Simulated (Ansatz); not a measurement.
TaMo₂C₃, space group P-3m1: an equation of state with a fit, run with Ansatz 0.2.0 through its Python package.

The script, `tamo2c3_eos.py`:
```python
"""Energy against volume for TaMo2C3, with a fit."""

import argparse

import ansatz
import numpy as np
from scipy.optimize import curve_fit

parser = argparse.ArgumentParser(description="Energy against volume for TaMo2C3, with a fit.")
parser.add_argument("--functional", required=True, help="exchange-correlation functional")
parser.add_argument("--cutoff-ev", type=float, required=True, help="plane-wave cutoff (eV)")
parser.add_argument("--mesh", type=int, nargs=3, required=True, help="k-point sampling")
args = parser.parse_args()

vectors0 = np.array([
    [3.116636, 0.0, 0.0],
    [-1.558318, 2.699086, 0.0],
    [0.0, 0.0, 7.686316],
])
sites = [
    ("Ta", [0.0, 0.0, 0.0]),
    ("Mo", [1 / 3, 2 / 3, 0.66923]),
    ("Mo", [2 / 3, 1 / 3, 0.33077]),
    ("C", [0.0, 0.0, 0.5]),
    ("C", [1 / 3, 2 / 3, 0.167921]),
    ("C", [2 / 3, 1 / 3, 0.832079]),
]


def build(cell):
    crystal = ansatz.Crystal(lattice=ansatz.Lattice.of(cell))
    for symbol, position in sites:
        crystal = crystal.atom(symbol, position)
    return crystal

def vinet(v, e0, v0, b0, b1):
    eta = (v / v0) ** (1 / 3)
    return e0 + 2 * b0 * v0 / (b1 - 1) ** 2 * (2 - (5 + 3 * b1 * (eta - 1) - 3 * eta) * np.exp(-1.5 * (b1 - 1) * (eta - 1)))

# uniform scaling of the cell
volumes, energies = [], []
for scale in np.linspace(0.88, 1.12, 7):
    cell = vectors0 * scale ** (1 / 3)
    setup = build(cell).calculation()
    setup = setup.occupations(ansatz.OccupationsMethod.FERMI_DIRAC).functional(args.functional)
    setup = setup.basis(args.cutoff_ev)
    setup = setup.kpoints(*args.mesh)
    summary = setup.run().report
    volumes.append(abs(np.linalg.det(cell)) / len(sites))
    energies.append(summary["free_energy_ev"] / len(sites))
    print(f"V = {volumes[-1]:8.4f} A^3/atom  F = {energies[-1]:.5f} eV/atom")

guess = (min(energies), volumes[int(np.argmin(energies))], 0.5, 4.5)
(e0, v0, b0, b1), _ = curve_fit(vinet, np.array(volumes), np.array(energies), p0=guess, maxfev=20000)
print(f"Vinet fit: V0 = {v0:.4f} A^3/atom, B0 = {160.21766 * b0:.1f} GPa, B1 = {b1:.2f}")
print("largest residual", round(1000 * float(np.abs(vinet(np.array(volumes), e0, v0, b0, b1) - energies).max()), 3), "meV/atom")
```

From its runs, with one value withheld:

| V (Å³/atom) | F less the lowest row shown (meV/atom) |
| --- | --- |
| 9.483 | 170.45 |
| 9.914 | 64.39 |
| 10.345 | 10.97 |
| 10.776 | 0.00 |
| 11.207 | ? |
| 11.638 | 74.22 |
| 12.069 | 147.39 |

What is the missing energy at 11.207 Å³ an atom?

A third-order Birch-Murnaghan fit, E = E0 + (9 V0 B0 / 16) [(t - 1)³ B' + (t - 1)² (6 - 4t)] with t = (V0/V)^(2/3), through the 6 rows shown gives V0 = 10.685 Å³, B0 = 328.6 GPa, B' = 4.31 and E0 = -0.76 meV. At V = 11.207 Å³, t = 0.96869, and the fit interpolates to 23.29 meV. The run gave 23.29 meV, a miss of 0.01 meV.

Caveats:
- No spin polarisation was allowed.
- Shape and fractional positions are held along the curve, so the bulk modulus is an upper value where they are free to relax.
- For a metal this k-point mesh is coarse: on a finer one energies can move by several to tens of meV an atom and pressures by half a GPa or more, differences at one mesh by less.
- Spin-orbit coupling, which matters for elements this heavy, is left out.
- This cell is a computed structure, which may not be the phase found in nature.
- It ran for 26 s on 1 thread of Arm Neoverse V1, on a shared host, peak memory 0.5 GiB.
